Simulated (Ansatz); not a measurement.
# GeH2 (singlet): the correlation ladder at distance Ge1–H3 = 1.421 Å, cc-pVDZ

An exercise on one series of results from a longer session: the logs are not shown, and one member is left open.

Program: Ansatz 0.2.0, Gaussian basis. Level of theory: cc-pVDZ, core rule «outside noble gas», up to 14 orbitals frozen. These are calculated values, not measurements.

The runs, in order: UHF; CCSD(T) on RHF; CCSD(T) on UHF; BCCD(T) on RHF; CISD; CCSDT(Q) on RHF; CCSDT(Q) on UHF; CCSDTQ on RHF; CASSCF and MRCISD+Q, 2 electrons in 2 orbitals; CASSCF and NEVPT2, 2 electrons in 2 orbitals; CASSCF and MRCISD+Q, 6 electrons in 6 orbitals; CASSCF and MRCISD+Q(relaxed), 6 electrons in 6 orbitals; CASSCF and NEVPT2, 6 electrons in 6 orbitals; Full CI.

17 further runs of the same task are left out: 1 for a mislabelled method, 13 that didn't finish, 3 set aside as unsound or not needed.

## The system

The geometry derives from a PBE0/def2-TZVP stationary point (not a proven minimum). One bond is set to the value named and the two fragments are kept rigid. No spin-orbit coupling is included. The filled d shell of Ge may be among the frozen orbitals whatever the setting's name suggests; the logs give the count.

3 atoms, charge 0, spin multiplicity 1.

Atoms are counted from 1 here; the program's logs count them from 0.

Bond lengths: Ge1–H2 1.594 Å, Ge1–H3 1.421 Å. Angles: H2–Ge1–H3 90.6°.

The first run:

Input file in.yaml:

```yaml
crystal:
  periodic: [false, false, false]
  atoms:
    - {symbol: Ge, position_ang: [0.000000, -0.028622, 0.001662]}
    - {symbol: H, position_ang: [0.000000, 1.092228, -1.131826]}
    - {symbol: H, position_ang: [0.000000, 0.970522, 1.012083]}
basis:
  gaussian: {orbitals: cc-pVDZ}
magnetization: {spin_polarized: true, initial_magnetization: 0}
hamiltonian: {xc: hf}
output: {orbitals: {seedname: orbitals}}
```

Launch:

```sh
$ ansatz run in.yaml --threads 1 --pin off --events-out ev --progress --plain --max-ram 2393MiB
```

Steps of the session up to this table: UHF; CCSD(T) on RHF; CCSD(T) on UHF; BCCD(T) on RHF; CISD; CCSDT(Q) on RHF; CCSDT(Q) on UHF; CCSDTQ on RHF; CASSCF and MRCISD+Q, 2 electrons in 2 orbitals; CASSCF and NEVPT2, 2 electrons in 2 orbitals; CASSCF and MRCISD+Q, 6 electrons in 6 orbitals; CASSCF and MRCISD+Q(relaxed), 6 electrons in 6 orbitals; CASSCF and NEVPT2, 6 electrons in 6 orbitals; Full CI.

One of the session's tables, all rows but one given; the rest of the session is left out.

It belongs to the step «Misses and costs». 

| method | from FCI (meV) |
| --- | --- |
| RHF | +3035.0 |
| UHF | +2992.8 |
| RMP2 | +769.8 |
| CISD | +186.1 |
| RCCSD | +67.0 |
| RCCSD(T) | +15.7 |
| BCCD(T) | +15.7 |
| RCCSDT | ? |
| RCCSDT(Q) | +0.5 |
| RCCSDTQ | 0.0 |
| CASSCF pair | +2568.5 |
| NEVPT2 pair | +692.2 |
| CASSCF valence | +1774.9 |
| NEVPT2 valence | +546.4 |
| MRCISD valence | +62.7 |
| MRCISD+Q valence | -1.0 |
| MRCISD+Q(relaxed) valence | -26.3 |
| FCI | 0 |

Q: Estimate the row for RCCSDT from the others.

The run gave: from FCI (meV): +2.6. In the column «from FCI (meV)» it lies between RCCSDT(Q) (+0.5) and RCCSD(T) (+15.7).

Not comparable, so not listed: CCSD(T) on UHF; CASSCF and MRCISD+Q, 2 electrons in 2 orbitals (they don't share determinant, frozen orbitals or solution with the rows shown, or repeat one).

Caveats from the session: MRCISD+Q(relaxed) valence falls below full CI: the +Q correction isn't variational, and the cores differ from full CI's. Warnings in the runs' records: passed over end.
